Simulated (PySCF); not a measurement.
# C₄H₁₀B₂OS: electronic excitations

Aim: predict the electronic excitations of C₄H₁₀B₂OS (`BOB(SC)C1CC1`).

Computed with PySCF 2.14.0, with density-fitted response routines of our own, on a single molecule in the gas phase. Atoms are numbered from 0 throughout.

**1. The molecule as given**

18 atoms, charge 0, multiplicity 1; geometry from: GFN2-xTB.

Bonds of the start (Å): B0–O1 1.30, O1–B2 1.31, B2–S3 1.83, S3–C4 1.82, B2–C5 1.57, C5–C6 1.51, C6–C7 1.49, C7–C5 1.51, B0–H8 1.18, B0–H9 1.18, C4–H10 1.08, C4–H11 1.09, C4–H12 1.09, C5–H13 1.09, C6–H14 1.08, C6–H15 1.08, C7–H16 1.08, C7–H17 1.08.

**2. Excited states and response: CAM-B3LYP/def2-SVPD**

What the job is given:

```
{"job": {"kind": "uv", "xc": "CAM-B3LYP", "basis": "def2-SVPD", "nstates": 8, "ntriplets": 3}, "charge": 0, "multiplicity": 1}
B      1.700308     2.179229    -0.593329
O      0.839791     1.208294    -0.495608
B      0.034571     0.181511    -0.405487
S      0.718298    -1.432657     0.126195
C      2.466891    -1.021188     0.438864
C     -1.493664     0.282460    -0.746686
C     -2.524769    -0.514708     0.023775
C     -2.231060    -0.874025    -1.387251
H      1.906572     2.868346     0.342404
H      2.259657     2.355661    -1.618604
H      2.996108    -1.962361     0.543242
H      2.542959    -0.446766     1.357616
H      2.867471    -0.452262    -0.394800
H     -1.828947     1.265143    -1.066033
H     -3.462897    -0.032620     0.253648
H     -2.165034    -1.174794     0.798020
H     -2.963322    -0.644531    -2.146387
H     -1.671694    -1.778414    -1.570756
```

Level: TDDFT CAM-B3LYP/def2-SVPD, vertical, gas phase, core orbitals frozen in the response.

Launch:

```console
OMP_NUM_THREADS=1 python probes_run.py task.json out
```

One launch serves the whole session: the jobs run in the order shown.

What will the session give for the following? lowest singlet (CAM-B3LYP/def2-SVPD); brightest single state of those computed; lowest triplet. Wanted: lowest singlet; brightest single state of those computed; lowest triplet.

The runs gave:

| quantity | value |
| --- | --- |
| lowest singlet (CAM-B3LYP/def2-SVPD) | 5.67 eV (219 nm), f = 0.000 |
| brightest single state of those computed | state 8, 7.42 eV, f = 0.230 |
| lowest triplet | 5.28 eV |

What this shows: The first singlet state (HOMO→LUMO 0.59, HOMO−2→LUMO 0.23) lies at 5.67 eV and is dark; of the 8 states computed, the strongest absorption comes from state 8 at 7.42 eV (the last computed, so partners may be missing). The lowest triplet lies 0.39 eV below the lowest singlet (triplets in Tamm-Dancoff, singlets in full TDDFT).
